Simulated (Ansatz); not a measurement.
**BaSi3 (AuCu3 type): from the first guess to the electronic structure**

Aim: bring BaSi3 (AuCu3 type) to zero pressure, then compute its bands, density of states and charges. The start comes from a prototype table, not from a measured structure.

Program: Ansatz 0.2.0. Level of theory: DFT PBE, scalar-relativistic, plane waves, PAW. These are calculated values, not measurements.

2 further runs of the same task are left out: 2 that didn't finish.

### Step 1. Starting point

The structure is cubic, space group Pm-3m (No. 221). The conventional cell has a = 4.532 Å, b = 4.532 Å, c = 4.532 Å, α = 90.00°, β = 90.00°, γ = 90.00°. Around Ba (site symmetry m-3m) lie 12 Si at 3.20 Å. Si (site symmetry 4/mmm) is surrounded by 4 Ba at 3.20 Å and 8 Si at 3.20 Å.

As a file:

```cif
data_structure
_symmetry_space_group_name_H-M 'P 1'
_symmetry_Int_Tables_number 1
_cell_length_a 4.5323
_cell_length_b 4.5323
_cell_length_c 4.5323
_cell_angle_alpha 90.000
_cell_angle_beta 90.000
_cell_angle_gamma 90.000
_cell_volume 93.10
loop_
_atom_site_label
_atom_site_type_symbol
_atom_site_fract_x
_atom_site_fract_y
_atom_site_fract_z
_atom_site_occupancy
Ba1 Ba 0.00000 0.00000 0.00000 1
Si1 Si 0.00000 0.50000 0.50000 1
Si2 Si 0.50000 0.50000 0.00000 1
Si3 Si 0.50000 0.00000 0.50000 1
```

### Step 2. The first run

input.yaml

```yaml
crystal:
  lattice:
    - [4.532278205, 0.0, 0.0]
    - [0.0, 4.532278205, 0.0]
    - [0.0, 0.0, 4.532278205]
  atoms:
    - { symbol: Ba, position: [0.0, 0.0, 0.0] }
    - { symbol: Si, position: [0.0, 0.5, 0.5] }
    - { symbol: Si, position: [0.5, 0.5, 0.0] }
    - { symbol: Si, position: [0.5, 0.0, 0.5] }
basis:
  ecutwfc: 420
  ecutrho_ratio: 4
kpoints:
  mp_grid: { grid: [8, 8, 8] }
hamiltonian:
  xc: pbe
scf:
  occupations: { method: gaussian, width: 0.05 }
output:
  forces: true
  stress: true
  eigenvalues: true
```

Run with:

```console
$ ansatz run input.yaml --threads 2 --pin off --max-ram 2662MiB --backend cpu --events-out ev --progress --plain --runs-dir out
```

After this run come: A step to a new volume; A step to a new volume; The electronic structure.

Before running it: what results should come out? Wanted: space group; conventional cell; volume; pressure; gap; states at the Fermi level; Bader charges; highest ELF outside the cores.

The runs gave:

| quantity | value |
| --- | --- |
| space group | Pm-3m (No. 221) |
| conventional cell | a = 4.487 Å, b = 4.487 Å, c = 4.487 Å, α = 90.00°, β = 90.00°, γ = 90.00° |
| volume | 22.588 Å³/atom |
| pressure | 0.00 GPa |
| gap | none (metal) |
| states at the Fermi level | about 1.9 (mean within 0.5 eV; 0.75 at the level itself) per eV per cell |
| Bader charges | Ba +0.93; Si -0.31 e |
| highest ELF outside the cores | 0.83, about 0.9 Å from Si |

From the first run shown, the volume went from 23.27 to 22.59 Å³/atom (-3.0 %) in 3 runs, where the pressure is zero within 0.01 GPa. Bands cross the Fermi level, so it is a metal at this level; the largest share of the states at the Fermi level is Si 3p (87 % of the projected weight). The Bader partition leaves Ba most positive, at +0.93 e. A separate test found that a distortion of this cell lowers its energy, so it is no minimum.
